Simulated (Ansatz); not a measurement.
# CH3BClF: vertical ionisation energy

An exercise on one series of results from a longer session: the logs are not shown, and one member is left open.

Program: Ansatz 0.2.0, Gaussian basis. Level of theory: unrestricted cation, the program's frozen cores in correlated methods. These are calculated values, not measurements.

The runs, in order: UKS PBE-D4/def2-TZVPP; UKS r2SCAN-D4/def2-TZVPP; UKS PBE0-D4/def2-TZVPP; UKS B3LYP-D4/def2-TZVPP; UKS wB97X-V/def2-TZVPP; UKS wB97M-V/def2-TZVPP; UKS B2PLYP/def2-TZVPP; UHF-CCSD(T)/def2-TZVPP; UHF-MP2/def2-QZVPP; extrapolation to the limit; then −ε(HOMO) from the neutral's earlier runs with LDA (SPW92), PBE-D4, revPBE-D4, BLYP-D4, r2SCAN-D4, B97M-V, PBE0-D4, B3LYP-D4, r2SCANh-D4, r2SCAN0-D4, HSE06-D4, BHLYP-D4, CAM-B3LYP-D4, LC-ωPBE, ωB97X-V, ωB97M-V.

## The relaxed structure

An earlier PBE0-D4 in a triple-zeta def2 set relaxation fixed the geometry.

SMILES `FCBCl`, 7 atoms, charge 0, spin multiplicity 1.

Atoms are counted from 1 here; the program's logs count them from 0.

Bond lengths: F1–C2 1.379 Å, C2–B3 1.557 Å, C2–H5 1.101 Å, C2–H6 1.101 Å, B3–Cl4 1.731 Å, B3–H7 1.193 Å. Angles: F1–C2–B3 115.8°, F1–C2–H5 108.6°, F1–C2–H6 108.6°, B3–C2–H5 108.9°, B3–C2–H6 108.9°, H5–C2–H6 105.4°, C2–B3–Cl4 122.1°, C2–B3–H7 119.3°, Cl4–B3–H7 118.6°.

As a file:

```xyz
7
CH3BClF
F    -1.4117    0.9806    0.1770
C    -0.0723    0.6534    0.1976
B     0.2777   -0.8007   -0.2339
Cl   -0.9397   -1.9361   -0.7101
H     0.4719    1.3580   -0.4495
H     0.3167    0.8274    1.2123
H     1.4187   -1.1507   -0.2390
```

Set-up of the first run:

Contents of in.yaml:

```yaml
crystal:
  periodic: [false, false, false]
  atoms:
    - {symbol: F, position_ang: [-1.411693, 0.980643, 0.176961]}
    - {symbol: C, position_ang: [-0.072312, 0.653403, 0.197557]}
    - {symbol: B, position_ang: [0.277680, -0.800731, -0.233946]}
    - {symbol: Cl, position_ang: [-0.939686, -1.936129, -0.710080]}
    - {symbol: H, position_ang: [0.471867, 1.358023, -0.449549]}
    - {symbol: H, position_ang: [0.316659, 0.827431, 1.212340]}
    - {symbol: H, position_ang: [1.418682, -1.150741, -0.238983]}
basis:
  gaussian: {orbitals: def2-TZVPP}
total_charge: 1
magnetization: {spin_polarized: true, initial_magnetization: 1}
hamiltonian: {xc: pbe, dispersion: d4}
```

Started as:

```sh
$ ansatz run in.yaml --threads 2 --pin off --events-out ev --progress --plain --max-ram 4352MiB
```

Among the steps run: Cation, UKS PBE-D4/def2-TZVPP; Cation, UKS r2SCAN-D4/def2-TZVPP; Cation, UKS PBE0-D4/def2-TZVPP; Cation, UKS B3LYP-D4/def2-TZVPP; Cation, UKS wB97X-V/def2-TZVPP; Cation, UKS wB97M-V/def2-TZVPP; Cation, UKS B2PLYP (frozen core)/def2-TZVPP; Cation, UHF-CCSD(T)/def2-TZVPP; Cation, UHF-MP2/def2-QZVPP.

One of the session's tables, all rows but one given; the rest of the session is left out.

Orbital estimates, from the neutral's runs:

| functional | −ε(HOMO) (eV) |
| --- | --- |
| LDA (SPW92) | 7.28 |
| PBE-D4 | 7.17 |
| revPBE-D4 | 7.12 |
| BLYP-D4 | 7.09 |
| r2SCAN-D4 | ? |
| B97M-V | 7.62 |
| PBE0-D4 | 8.63 |
| B3LYP-D4 | 8.41 |
| r2SCANh-D4 | 8.04 |
| r2SCAN0-D4 | 8.84 |
| HSE06-D4 | 8.23 |
| BHLYP-D4 | 9.99 |
| CAM-B3LYP-D4 | 10.07 |
| LC-ωPBE | 11.44 |
| ωB97X-V | 11.08 |
| ωB97M-V | 10.94 |

**Question.** Estimate the row for r2SCAN-D4.

Worked estimate for «−ε(HOMO) (eV)». Against the share of exact exchange, r2SCANh-D4 (0.1, 8.04), r2SCAN0-D4 (0.25, 8.84) give a slope of 5.33 per unit share; at 0 the line stands at 7.51.

The run gave: −ε(HOMO) (eV): 7.50. In «−ε(HOMO) (eV)» the line misses by +0.01.
